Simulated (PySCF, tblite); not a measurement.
**CH5Al2NO5, a small molecule taken as a stand-in for a surface group (alumina dimer): NMR shifts, core binding energies and electronic excitations**

What NMR shifts, core binding energies and electronic excitations should one expect for `N#[C][Al-]1([OH])[OH+][Al-]([OH])([OH])[OH+]1`?

Programs: tblite 0.8.0 and PySCF 2.14.0. All values are calculated, for the isolated system unless a continuum is named. Atoms count from 0, parts from 1.

### Step 1. The system as given

14 atoms, charge 0, multiplicity 1; geometry: distance geometry start.

### Step 2. Relaxing the cluster with GFN2-xTB

The job: settings as JSON, then the geometry in Å.

```
{"job": {"kind": "relax", "xc": "GFN2-xTB", "basis": "xTB"}, "charge": 0, "multiplicity": 1}
O      0.251127     2.524853    -1.412592
Al    -0.336653     1.673594     0.126524
O      0.513884     2.186142     1.687720
O     -0.432556    -0.223323    -0.039988
Al    -2.330318    -0.157641     0.096429
O     -3.167971    -0.706262    -1.418353
C     -2.916118    -1.014192     1.716654
N     -3.386193    -1.679363     2.950637
O     -2.229653     1.727023     0.313943
H      0.896894     3.232354    -1.483945
H      0.234476     1.984201     2.609681
H      0.025054    -0.712916     0.653183
H     -3.840427    -1.372773    -1.530447
H     -2.673020     2.224215    -0.406119
```

Method: GFN2-xTB geometry optimisation, gas phase.

Started as:

```sh
$ OMP_NUM_THREADS=1 python cluster_run.py task.json out
```

This one command runs all jobs of the session in turn.

**Question.** The jobs that follow are: PBE0-D3(BJ)/def2-SVP geometry optimisation, gas phase; GIAO PBE0/pcSseg-1 NMR shielding, non-relativistic, gas phase; delta-SCF UKS SCAN, pcX-2 on the ionised atom, pcseg-1 elsewhere, spin-free X2C; TDDFT CAM-B3LYP/def2-SVPD, vertical, gas phase, core orbitals frozen in the response. Predict: point group; rotational constants (main isotopes); $^{13}$C shifts against TMS (PBE0/pcSseg-1); $^{1}$H shifts against TMS (PBE0/pcSseg-1, means over atoms taken as alike); $^{17}$O shifts against H2O (PBE0/pcSseg-1, means over atoms taken as alike); $^{27}$Al shifts against AlH4- (PBE0/pcSseg-1); $^{15}$N shifts against NH3 (PBE0/pcSseg-1); O1s binding energies, SCAN/pcX-2 (standing for 4 of 5 atoms); Al2p binding energies, SCAN/pcX-2 (standing for 1 of 2 atoms); C1s binding energies, SCAN/pcX-2; lowest singlet (CAM-B3LYP/def2-SVPD); brightest single state of those computed; lowest triplet; vertical electron affinity (ΔSCF).

**Answer**, as computed:

| quantity | value |
| --- | --- |
| point group | Cs |
| rotational constants (main isotopes) | 1.84, 0.79, 0.63 GHz |
| $^{13}$C shifts against TMS (PBE0/pcSseg-1) | 130.3 ppm |
| $^{1}$H shifts against TMS (PBE0/pcSseg-1, means over atoms taken as alike) | 2.03, 1.42, 1.04, 0.93 ppm |
| $^{17}$O shifts against H2O (PBE0/pcSseg-1, means over atoms taken as alike) | 37.7, 22.7, 8.2, 4.3 ppm |
| $^{27}$Al shifts against AlH4- (PBE0/pcSseg-1) | -12.6, -18.3 ppm |
| $^{15}$N shifts against NH3 (PBE0/pcSseg-1) | 367.9 ppm |
| O1s binding energies, SCAN/pcX-2 (standing for 4 of 5 atoms) | O3 540.26, O5 538.23, O0 538.07 eV |
| Al2p binding energies, SCAN/pcX-2 (standing for 1 of 2 atoms) | Al4 81.83 eV |
| C1s binding energies, SCAN/pcX-2 | C6 291.34 eV |
| lowest singlet (CAM-B3LYP/def2-SVPD) | 6.94 eV (179 nm), f = 0.000 |
| brightest single state of those computed | state 6, 7.68 eV, f = 0.136 |
| lowest triplet | 5.77 eV |
| vertical electron affinity (ΔSCF) | -0.14 eV (unbound: the value hangs on the basis) |

**Reading.** The start of the PBE0/def2-SVP relaxation was shaken at random by about 0.01 Å, so part of the energy gained, and of the first lengths quoted, undoes that. The optimisation took 21 steps and gained 0.500 eV; among the close pairs (by a distance rule), Al1–Al4 changed most, from 2.699 to 2.832 Å (PBE0/def2-SVP). At PBE0/pcSseg-1: The widest tensor belongs to N7: span 657 ppm, with a paramagnetic part of -441 ppm. At SCAN/pcX-2: O3 (oxygen bonded to 2 Al, H) binds its O1s electron 2.19 eV more tightly than O0 (oxygen bonded to Al, H). Only 4 of the 5 O atoms are covered by sound results. The first singlet state (HOMO−3→LUMO+1 0.44, HOMO−3→LUMO+4 0.26) lies at 6.94 eV and is dark; of the 6 states computed, the strongest absorption comes from state 6 at 7.68 eV (the last computed, so partners may be missing). The lowest triplet lies 1.17 eV below the lowest singlet (triplets in Tamm-Dancoff, singlets in full TDDFT). A capped cluster stands for the solid here, so long-range fields and strain are missing, and bands or shifts of the capping hydrogens have no counterpart in it.
